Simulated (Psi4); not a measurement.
**[SnH5]− (SMILES [H][Sn-]([H])([H])([H])[H]) at 4 levels**

Wanted: a comparison of 4 runs (CAM-B3LYP/STO-3G, B3LYP/def2-SVP, PBE0/def2-SVP, MP3/LANL2DZ) of [SnH5]−. 

The calculation is run with Psi4 1.11.

**1. The molecule**

The species is [SnH5]− (6 atoms), meant as a singlet with charge -1. SMILES: `[H][Sn-]([H])([H])([H])[H]`. Geometry: a GFN2-xTB relaxation, a rough one for these elements and not checked as a minimum.

Bond lengths: Sn1–H2 1.885 Å, Sn1–H3 1.889 Å, Sn1–H4 1.782 Å, Sn1–H5 1.783 Å, Sn1–H6 1.782 Å. Angles: H2–Sn1–H3 179.8°, H2–Sn1–H4 90.0°, H2–Sn1–H5 89.9°, H2–Sn1–H6 90.0°, H3–Sn1–H4 90.0°, H3–Sn1–H5 89.9°, H3–Sn1–H6 90.2°, H4–Sn1–H5 120.0°, H4–Sn1–H6 120.0°, H5–Sn1–H6 119.9°.

**2. Energy and forces at CAM-B3LYP/STO-3G (run 1)**

input.in

```
memory 1600 mb

molecule {
  -1 1
  Sn     0.000450    -0.001410     0.000420
  H     -0.020070    -0.006290     1.885790
  H      0.020250     0.010720    -1.888030
  H      1.782780     0.010780     0.018860
  H     -0.902470     1.535970    -0.003420
  H     -0.880950    -1.549760    -0.013620
  symmetry c1
}

set {
  basis STO-3G
  reference rks
  puream true
  e_convergence 1e-09
  d_convergence 1e-08
  scf_type pk
  dft_radial_points 99
  dft_spherical_points 590
}

result, w = gradient("cam-b3lyp", return_wfn=True)
oeprop(w, "DIPOLE", "QUADRUPOLE", "LOWDIN_CHARGES", title="CAM-B3LYP")
print_variables()
```

On the command line:

```console
$ psi4 -i input.in -o input.out -n 1
```

input.out:

```text
[...]
  Running in c1 symmetry.
[...]
  Nuclear repulsion =   74.454838900962159
[...]
  Multiplicity = 1
[...]
  Nalpha       = 28
  Nbeta        = 28
[...]
    Number of basis functions: 32
[...]
   @RKS iter   1: -5968.06411619824848   -2.51834e+00   1.49169e-02 ADIIS/DIIS
[...]
   @RKS iter   8: -5968.28181407889406    1.81899e-12   1.05750e-09 DIIS
[...]
    Orbital Energies [Eh]
    ---------------------
    Doubly Occupied:
       1A   -1019.097287     2A   -148.870114     3A   -141.552306
       4A   -141.552303     5A   -141.551384     6A    -27.315109
       7A    -24.640104     8A    -24.640097     9A    -24.637399
      10A    -16.736841    11A    -16.736841    12A    -16.735000
      13A    -16.734995    14A    -16.734444    15A     -3.822860
      16A     -2.715737    17A     -2.715712    18A     -2.708042
      19A     -0.315666    20A     -0.315332    21A     -0.315270
      22A     -0.298767    23A     -0.298750    24A     -0.212590
      25A     -0.058854    26A     -0.058493    27A     -0.040367
      28A      0.118582
[...]
  @RKS Final Energy: -5968.28181407889406
   => Energetics <=
    Nuclear Repulsion Energy =             74.4548389009621587
    One-Electron Energy =               -8414.3657305355536664
    Two-Electron Energy =                2500.3499613337185110
    DFT Exchange-Correlation Energy =    -128.7208837780207489
    Empirical Dispersion Energy =           0.0000000000000000
    VV10 Nonlocal Energy =                  0.0000000000000000
    Total Energy =                      -5968.2818140788940582
[...]
  -Total Gradient:
     Atom            X                  Y                   Z
    ------   -----------------  -----------------  -----------------
       1        0.000155819473    -0.000598086382     0.000319290753
       2       -0.000365826114     0.000018434386     0.027202909857
       3        0.000286654894     0.000426678960    -0.027636709286
       4        0.026848448072     0.000246346930     0.000265610344
       5       -0.013608514777     0.023163650680    -0.000096617358
       6       -0.013316896558    -0.023257063522    -0.000054499805
[...]
 Multipole Moments:
 ------------------------------------------------------------------------------------
     Multipole            Electronic (a.u.)      Nuclear  (a.u.)        Total (a.u.)
 ------------------------------------------------------------------------------------
 L = 1.  Multiply by 2.5417464519 to convert [e a0] to [Debye]
 Dipole X            :          0.0043382           -0.0028491            0.0014891
 Dipole Y            :         -0.0168307            0.0089049           -0.0079258
 Dipole Z            :          0.0062970           -0.0026494            0.0036476
 Magnitude           :                                                    0.0088510
 L = 2.  Multiply by 1.3450342976 to convert [e a0^2] to [Debye ang]
 Quadrupole XX       :        -41.3105855           17.0327070          -24.2778785
 Quadrupole XY       :          0.0105033           -0.0048147            0.0056886
[...]
```

Wall time 6.6 s (1 thread of AMD EPYC 9R45 (Zen 5), shared host); peak memory 0.43 GiB.

**3. The energy at B3LYP/def2-SVP (core potential) (run 2)**

h5sn.json

```json
{
 "schema_name": "qcschema_input",
 "schema_version": 1,
 "molecule": {
  "schema_name": "qcschema_molecule",
  "schema_version": 2,
  "symbols": ["Sn", "H", "H", "H", "H", "H"],
  "geometry": [0.00085038, -0.00266451, 0.00079368, -0.0379268, -0.01188638, 3.56362663, 0.03826695, 0.02025786, -3.56785962, 3.36896594, 0.02037125, 0.03564023, -1.70542114, 2.90256264, -0.00646286, -1.66475423, -2.92862196, -0.02573807],
  "molecular_charge": -1,
  "molecular_multiplicity": 1,
  "fix_symmetry": "c1"
 },
 "driver": "energy",
 "model": {
  "method": "b3lyp",
  "basis": "def2-SVP"
 },
 "keywords": {
  "puream": true,
  "e_convergence": 1e-09,
  "d_convergence": 1e-08,
  "scf_type": "pk",
  "dft_radial_points": 99,
  "dft_spherical_points": 590
 }
}
```

On the command line:

```console
$ psi4 --qcschema h5sn.json -n 1 --memory 1600MB
```

stdout:

```text
[...]
    !!!  WARNING: ECP capability is in beta. Please check occupations closely.  !!!
[...]
  Running in c1 symmetry.
[...]
  Nuclear repulsion =   33.811612376505792
[...]
  Multiplicity = 1
[...]
  Nalpha       = 14
  Nbeta        = 14
[...]
    Number of basis functions: 51
[...]
   @RKS iter   1:  -217.18242798273462   -1.40128e+00   7.17449e-03 ADIIS/DIIS
[...]
   @RKS iter   8:  -217.30028359828103   -9.49001e-11   8.53436e-09 DIIS
[...]
    Orbital Energies [Eh]
    ---------------------
    Doubly Occupied:
       1A     -4.879458     2A     -3.221684     3A     -3.221669
       4A     -3.216838     5A     -0.805014     6A     -0.804999
       7A     -0.801620     8A     -0.797996     9A     -0.797983
      10A     -0.298263    11A     -0.118670    12A     -0.118403
      13A     -0.101626    14A      0.005789
[...]
  @RKS Final Energy:  -217.30028359828103
   => Energetics <=
    Nuclear Repulsion Energy =             33.8116123765057921
    One-Electron Energy =                -452.3477904402409422
    Two-Electron Energy =                 217.5639295083886111
    DFT Exchange-Correlation Energy =     -16.3280350429344558
    Empirical Dispersion Energy =           0.0000000000000000
    VV10 Nonlocal Energy =                  0.0000000000000000
    Total Energy =                       -217.3002835982810268
[...]
 Multipole Moments:
 ------------------------------------------------------------------------------------
     Multipole            Electronic (a.u.)      Nuclear  (a.u.)        Total (a.u.)
 ------------------------------------------------------------------------------------
 L = 1.  Multiply by 2.5417464519 to convert [e a0] to [Debye]
 Dipole X            :          0.0052406           -0.0040058            0.0012347
 Dipole Y            :         -0.0196778            0.0125200           -0.0071578
 Dipole Z            :          0.0086117           -0.0037249            0.0048868
 Magnitude           :                                                    0.0087544
[...]
```

The result, in JSON:

```text
{
 "driver": "energy",
 "model": {
  "method": "b3lyp",
  "basis": "def2-SVP"
 },
 "success": true,
 "return_result": -217.30028359828103,
 "properties": {
  "calcinfo_nbasis": 51,
  "calcinfo_nmo": 51,
  "calcinfo_nalpha": 14,
  "calcinfo_nbeta": 14,
  "calcinfo_natom": 6,
  "nuclear_repulsion_energy": 33.81161237650579,
  "return_energy": -217.30028359828103,
  "scf_one_electron_energy": -452.34779044024094,
  "scf_two_electron_energy": 217.5639295083886,
  "scf_xc_energy": -16.328035042934456,
  "scf_dipole_moment": [0.0012347365330554194, -0.007157835755087577, 0.004886776000059975],
  "scf_total_energy": -217.30028359828103,
  "scf_iterations": 8
 }
}
```

It took 6.3 s on 1 thread of AMD EPYC 9R45 (Zen 5), shared host; peak memory 0.71 GiB.

Run 3 isn't shown in full; the table further down has it.

**4. The energy at MP3/LANL2DZ (density fitting, core potential, density fitting for correlation, Cartesian functions) (run 4)**

h5sn.xyz

```xyz
6
H5Sn
Sn     0.000450    -0.001410     0.000420
H     -0.020070    -0.006290     1.885790
H      0.020250     0.010720    -1.888030
H      1.782780     0.010780     0.018860
H     -0.902470     1.535970    -0.003420
H     -0.880950    -1.549760    -0.013620
```

h5sn_ase.py

```python
import numpy as np
from ase.calculators.psi4 import Psi4
from ase.io import read

atoms = read('h5sn.xyz')
calc = Psi4(atoms=atoms, method='mp3', basis='LANL2DZ', memory='1600MB', num_threads=1, charge=-1, multiplicity=1, label='h5sn')
calc.psi4.set_options({'scf_type': 'disk_df', 'num_frozen_docc': 0, 'mp_type': 'df', 'd_convergence': 1e-07, 'maxiter': 50})
atoms.calc = calc

print(f'energy: {atoms.get_potential_energy():.6f} eV')
```

On the command line:

```console
$ python h5sn_ase.py
```

h5sn.dat:

```text
[...]
    !!!  WARNING: ECP capability is in beta. Please check occupations closely.  !!!
[...]
  Running in c1 symmetry.
[...]
  Nuclear repulsion =    7.683823913374209
[...]
  Multiplicity = 1
[...]
  Nalpha       = 5
  Nbeta        = 5
[...]
    Number of basis functions: 18
[...]
   @DF-RHF iter   1:    -6.02138232971260   -8.75915e-01   5.43332e-03 DIIS/ADIIS
[...]
   @DF-RHF iter   7:    -6.03253057699525   -3.77689e-11   3.50077e-08 DIIS
[...]
    Orbital Energies [Eh]
    ---------------------
    Doubly Occupied:
       1A     -0.453202     2A     -0.242930     3A     -0.242604
       4A     -0.229942     5A     -0.093996
[...]
  @DF-RHF Final Energy:    -6.03253057699525
   => Energetics <=
    Nuclear Repulsion Energy =              7.6838239133742086
    One-Electron Energy =                 -24.9073607426668886
    Two-Electron Energy =                  11.1910062522974307
    Total Energy =                         -6.0325305769952493
[...]
 Multipole Moments:
 ------------------------------------------------------------------------------------
     Multipole            Electronic (a.u.)      Nuclear  (a.u.)        Total (a.u.)
 ------------------------------------------------------------------------------------
 L = 1.  Multiply by 2.5417464519 to convert [e a0] to [Debye]
 Dipole X            :          0.0067007           -0.0047494            0.0019514
 Dipole Y            :         -0.0234245            0.0148440           -0.0085805
 Dipole Z            :          0.0090008           -0.0044164            0.0045844
 Magnitude           :                                                    0.0099221
[...]
	DF-MP2 Total Energy (a.u.)         :    -6.09850727914574
[...]
	DF-MP3 Total Energy (a.u.)         :    -6.11718972268173
[...]
```

The script printed:

```text
energy: -166.457211 eV
```

It took 2 s on 1 thread of AMD EPYC 9R45 (Zen 5), shared host; peak memory 0.2 GiB.

**5. The series**

```
run                                                                                                level      task  core potential   energy (Eh)  HOMO energy (eV)  LUMO energy (eV)  HOMO–LUMO gap (eV)  wall time
  1                                                                                     CAM-B3LYP/STO-3G  gradient            none  -5968.281814              3.23             16.10               12.88      6.6 s
  2                                                                      B3LYP/def2-SVP (core potential)    energy            def2   -217.300284              0.16              5.63                5.47      6.3 s
  3                                                                       PBE0/def2-SVP (core potential)    energy            def2   -217.214537              0.00              5.94                5.94      7.2 s
  4  MP3/LANL2DZ (density fitting, core potential, density fitting for correlation, Cartesian functions)    energy         LANL2DZ     -6.117190             -2.56              9.31               11.87        2 s
```

**6. Results**

| quantity | value |
| --- | --- |
| run 4: total energy | -6.11719 Eh |
| run 4: HOMO energy (Hartree–Fock orbitals) | -2.56 eV |
| run 4: LUMO energy (Hartree–Fock orbitals) | 9.31 eV |
| run 4: HOMO–LUMO gap (to an unbound level, set by the basis) | 11.87 eV |
| run 4: correlation energy | -84.7 mEh |

In words: Over runs 1, 2, 3 the HOMO–LUMO gap runs from 5.47 eV (B3LYP/def2-SVP) to 12.88 eV (CAM-B3LYP/STO-3G). The two ends differ in method and basis and core potential. The empty levels of an anion lie above zero and hang on the basis. Totals of different functionals can't be ranked against each other. Some runs of one species differ in core potentials or relativity; totals across that change don't compare. In runs 1, 2, 3 the HOMO lies above zero, so the outermost electron may be held by the basis alone. In run 1 the basis is minimal, so the values are rough. In run 1 relativity is left out where basis or elements ask for it. All runs together took 22 s, the longest 7.2 s.
